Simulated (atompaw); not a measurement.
# Hg: generating and testing a PAW (atompaw) potential

Task: generate the file, and judge it by its logarithmic derivatives, its ghosts and its cutoff.

Method: atompaw 4.2.0.5, PBE, scalar-relativistic.

**1. The atom and the settings**

The settings as typed:

| Property | Result |
| --- | --- |
| element | mercury (Hg, Z = 80) |
| type | PAW |
| frozen core | [Kr] 4d10 4f14 |
| valence charge | 20 |
| reference configuration | 5s2 5p6 5d10 6s1 6p1 |
| partial waves | 5s (bound): rc 1.50 bohr; 6s (bound): rc 1.75 bohr; 5p (bound): rc 1.30 bohr; 6p (bound): rc 1.75 bohr; 5d (bound): rc 1.50 bohr; 5d channel at 0.65 Ry: rc 1.75 bohr |
| local potential | bessel scheme, radius 1.60 bohr |
| core correction | smooth core density matched at 1.70 bohr |
| augmentation charge | sinc compensation charge, radius 1.30 bohr; PAW radius 1.75 bohr; waves and projectors: custom polynom2 7 10 vanderbiltortho |

The nodes and maxima of the atom's own shells, from an earlier all-electron run, set the scale for the radii.

All-electron outer shells of the reference configuration (PBE, scalar-relativistic, ld1.x):

```json
{"shell": "4d", "level (eV)": "-350.98", "outermost node (bohr)": "0.20", "outermost maximum (bohr)": "0.40"}
{"shell": "5s", "level (eV)": "-120.44", "outermost node (bohr)": "0.47", "outermost maximum (bohr)": "0.82"}
{"shell": "4f", "level (eV)": "-98.13", "outermost node (bohr)": "–", "outermost maximum (bohr)": "0.37"}
{"shell": "5p", "level (eV)": "-68.79", "outermost node (bohr)": "0.51", "outermost maximum (bohr)": "0.93"}
{"shell": "5d", "level (eV)": "-12.03", "outermost node (bohr)": "0.55", "outermost maximum (bohr)": "1.17"}
{"shell": "6s", "level (eV)": "-8.39", "outermost node (bohr)": "1.08", "outermost maximum (bohr)": "2.18"}
{"shell": "6p", "level (eV)": "-2.08", "outermost node (bohr)": "1.27", "outermost maximum (bohr)": "3.14"}
```

**2. The generation run**

Hg.input

```
Hg 80
GGA-PBE scalarrelativistic loggrid 2001 logderivrange -11 5 401
6 6 5 4 0 0
6 0 1
6 1 1
0 0 0
c
c
c
c
v
v
c
c
c
v
v
c
c
v
c
2
1.75 1.30 1.60 1.70
n
n
y
0.65
n
custom polynom2 7 10 vanderbiltortho sinc
bessel
1.50
1.75
1.30
1.75
1.50
1.75
PWSCFOUT
UPFDX 0.0125d0 UPFXMIN -7.d0 UPFZMESH 80.d0
END
```

On the command line:

```sh
$ atompaw < Hg.input > Hg.log
```

Before running it: what results should come out? Wanted: cutoffs for 10 and 1 mRy, occupied levels; bound ghosts; largest phase difference near zero energy, channels read; lowest eigenvalue of the overlap; share of valence orbitals outside the PAW sphere; UPF file.

The runs gave:

| quantity | value |
| --- | --- |
| cutoffs for 10 and 1 mRy, occupied levels | 230 Ry and over 300 Ry |
| bound ghosts | none found |
| largest phase difference near zero energy, channels read | 0.011 rad |
| lowest eigenvalue of the overlap (Bessel basis) | 0.658 (d) |
| share of valence orbitals outside the PAW sphere | 5s 1 %, 6s 84 %, 5p 4 %, 6p 97 %, 5d 27 % |
| UPF file | written |

What this shows: The potential is very hard: the looser tolerance needs 230 Ry. The tighter tolerance needs over 300 Ry, and converged work needs a cutoff nearer that. It is free of bound ghosts as far as tested. Near zero energy the phases of the channels with partial waves agree within 0.011 rad. Note that the frozen 4f shell (-98 eV) lies higher than the valence 5s shell (-120 eV).
